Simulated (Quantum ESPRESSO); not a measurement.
## GaF: equation of state with PBE

The system is GaF.

```
CELL_PARAMETERS angstrom
3.16592 0.00000 0.00000
0.00000 3.16592 0.00000
0.00000 0.00000 3.16592
ATOMIC_POSITIONS crystal
Ga 0.00000 0.00000 0.00000
F 0.50000 0.50000 0.50000
```

The cell was built by a generator and needn't be a form met in nature.

| Property | Result |
| --- | --- |
| Program | Quantum ESPRESSO 7.5 |
| Task | equation of state |
| Functional | PBE |
| Potentials or basis | SSSP 1.3 efficiency PBE |
| Cutoff | 952 eV |
| Density cutoff | 7619 eV |
| k mesh | 8 × 8 × 8 |
| Occupations | fermi-dirac, width 0.05 eV |
| Spin | no spin polarisation |

- Equilibrium volume: 15.88 Å³/atom
- Bulk modulus: 44 GPa
- Pressure derivative of the bulk modulus: 3.8

Energy against volume, from the lowest point:
```tsv
volume (Å³/atom)	energy (meV/atom)
14.914	8.95
15.231	3.92
15.549	1.00
15.866	0.00
16.183	0.78
16.501	3.14
16.818	6.94
```

All runs of the series together: 3.8 min on 1 thread of Arm Neoverse V2, with other jobs on the host.
